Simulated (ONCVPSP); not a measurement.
# An ONCV potential for cobalt, from input to tests

Task: generate the file, and judge it by its errors in other configurations, its logarithmic derivatives, its ghosts and its cutoff.

Program: ONCVPSP 4.0.1.1 (patched build). Reference atom: PBE, scalar-relativistic, spherical and spin-unpolarised. All values are calculated.

## 1. Starting point

Typed settings, in words:

```
element                 : cobalt (Co, Z = 27)
type                    : optimised norm-conserving Vanderbilt (ONCV)
frozen core             : [Ne]
valence charge          : 17
reference configuration : 3s2 3p6 3d7 4s2
partial waves           : 3s+4s: rc 1.50 bohr, ncon 4, nbas 8, qcut 9.7 1/bohr, 2 projectors; 3p: rc 1.05 bohr, ncon 4, nbas 9, qcut 16.4 1/bohr, 3 projectors, debl 0.7 Ha; 3d: rc 1.00 bohr, ncon 4, nbas 9, qcut 12.6 1/bohr, 3 projectors, debl 2.2 Ha
local potential         : polynomial inside 0.90 bohr (lpopt 3, dvloc0 0 Ha)
core correction         : not asked for
```

The outer shells as boxes (Hund's rule for the drawing; the calculation is spin-unpolarised):

```
[Ne] core
3s [↑↓]
3p [↑↓][↑↓][↑↓]
3d [↑↓][↑↓][↑ ][↑ ][↑ ]
4s [↑↓]
```

The nodes and maxima of the atom's own shells, from an earlier all-electron run, set the scale for the radii.

All-electron outer shells of the reference configuration (PBE, scalar-relativistic, ld1.x):

```tsv
shell	level (eV)	outermost node (bohr)	outermost maximum (bohr)
2p	-769.94	–	0.17
3s	-102.40	0.31	0.66
3p	-65.64	0.28	0.68
3d	-8.20	–	0.66
4s	-5.47	0.96	2.32
4p	-1.28	1.05	3.25
```

## 2. The generation run

Contents of Co.dat:

```
# ATOM AND REFERENCE CONFIGURATION
# atsym  z   nc   nv     iexc    psfile
  Co 27.00    3    4        4      upf
#
#   n    l    f
    1    0    2.00
    2    0    2.00
    2    1    6.00
    3    0    2.00
    3    1    6.00
    3    2    7.00
    4    0    2.00
#
# PSEUDOPOTENTIAL AND OPTIMIZATION
# lmax
    2
#
#   l,   rc,      ep,       ncon, nbas, qcut
    0    1.50    0.00    4    8    9.70
    1    1.05    0.00    4    9   16.40
    2    1.00    0.00    4    9   12.60
#
# LOCAL POTENTIAL
# lloc, lpopt,  rc(5),   dvloc0
    4    3    0.90    0.00
#
# VANDERBILT-KLEINMAN-BYLANDER PROJECTORs
# l, nproj, debl
    0    2    3.00
    1    3    0.70
    2    3    2.20
#
# MODEL CORE CHARGE
# icmod, fcfact, rcfact
    0    0.00    0.00
#
# LOG DERIVATIVE ANALYSIS
# epsh1, epsh2, depsh
   -5.00    5.00    0.04
#
# OUTPUT GRID
# rlmax, drl
    6.00    0.01
#
# TEST CONFIGURATIONS
# ncnf
    4
# nvcnf
#   n    l    f
    4
    3    0    2.00
    3    1    6.00
    3    2    7.00
    4    0    1.00
#
    4
    3    0    2.00
    3    1    6.00
    3    2    7.00
    4    0    0.00
#
    4
    3    0    2.00
    3    1    6.00
    3    2    6.00
    4    0    0.00
#
    4
    3    0    1.00
    3    1    6.00
    3    2    7.00
    4    0    2.00
#
```

On the command line:

```sh
oncvpsp.x < Co.dat > Co.out
```

Before running it: what results should come out? Wanted: cutoffs for 1 and 0.1 mHa per electron, occupied waves; bound ghosts; GHOST(+) flags; largest test error; largest phase difference near zero energy, channels read; projector energies reset by the program.

As calculated:

| quantity | value |
| --- | --- |
| cutoffs for 1 and 0.1 mHa per electron, occupied waves | 74 Ha and 191 Ha |
| bound ghosts | none found |
| GHOST(+) flags | none at low energy |
| largest test error (AE − PS) | -160 meV, for 3s1 3p6 3d7 4s2 |
| largest phase difference near zero energy, channels read | 0.000 rad |
| projector energies reset by the program | p: -2.412, 0.250, 0.950 Ha |

The worst unpolarised test, 3s1 3p6 3d7 4s2, is off by 160 meV on 110.5 eV; by total energies transferability rates as fair for so large an energy. That test lies far up in energy; among those under 40 eV, nearer to bonding, the largest error is 1.2 meV. By its cutoff, 74 Ha for the looser tolerance, it is very hard. The tighter tolerance needs 191 Ha, and converged work needs a cutoff nearer that. At the looser tolerance the 3d wave is the slowest; 3p needs 55 Ha. No bound ghost shows below the valence levels. Near zero energy the phases of the channels with partial waves agree within 0.001 rad. These are tests on the free atom; a crystal test is still owed.
